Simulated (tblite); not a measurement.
# C7H15FNO: the cost of one run

Computed with tblite 0.8.0 (tight binding) and PySCF 2.14.0 (DFT, with response routines of our own); each step states its level. Atoms count from 0 throughout.

### 1 The molecule as given

25 atoms, charge 1, multiplicity 1; geometry from: MMFF94s geometry.

Bonds of the start (Å): C0–C1 1.52, C0–H10 1.10, C0–H11 1.09, C0–H12 1.08, C1–H13 1.10, C1–H14 1.10, C1–O2 1.41, C3–C4 1.54, C3–H15 1.11, C3–N9 1.47, C4–C5 1.52, C4–H16 1.09, C4–H17 1.11, C5–C6 1.52, C5–H18 1.09, C5–H19 1.11, C6–C7 1.52, C6–H20 1.09, C6–N9 1.50, C7–F8 1.36, C7–H21 1.10, C7–H22 1.09, N9–H23 1.02, N9–H24 1.03 and more.

### 2 GFN2-xTB relaxation, conformer 1

What the job is given:

```
{"job": {"xc": "GFN2-xTB", "basis": "xTB", "kind": "relax"}, "charge": 1, "multiplicity": 1}
C      3.468800     0.457400     0.314200
C      2.641900    -0.665500    -0.299800
O      1.429700    -0.187600    -0.837300
C      0.389800     0.003400     0.089600
C     -0.279000    -1.318600     0.498600
C     -1.707000    -0.905300     0.802500
C     -2.016300     0.078400    -0.320100
C     -3.088200     1.092900     0.050100
F     -2.548500     1.944500     0.959000
N     -0.706800     0.783800    -0.512600
H      2.951200     0.894500     1.179800
H      3.597100     1.262700    -0.411100
H      4.436200     0.100800     0.647200
H      3.217400    -1.110000    -1.120500
H      2.461800    -1.456800     0.442400
H      0.716700     0.564300     0.988300
H      0.213200    -1.782800     1.353100
H     -0.250600    -2.042200    -0.336300
H     -2.388800    -1.753500     0.819500
H     -1.744500    -0.417600     1.793900
H     -2.250700    -0.446600    -1.243800
H     -3.980000     0.620000     0.484500
H     -3.384000     1.686800    -0.813200
H     -0.733800     1.714300    -0.088000
H     -0.456300     0.906800    -1.503400
```

Launch:

```
> OMP_NUM_THREADS=1 python ens_run.py task.json out
```

This one command runs the whole study; its stages follow in the order run.

Q: Estimate the wall time of this first job on 1 thread of Arm Neoverse N1, shared host.

About 4.1 s.
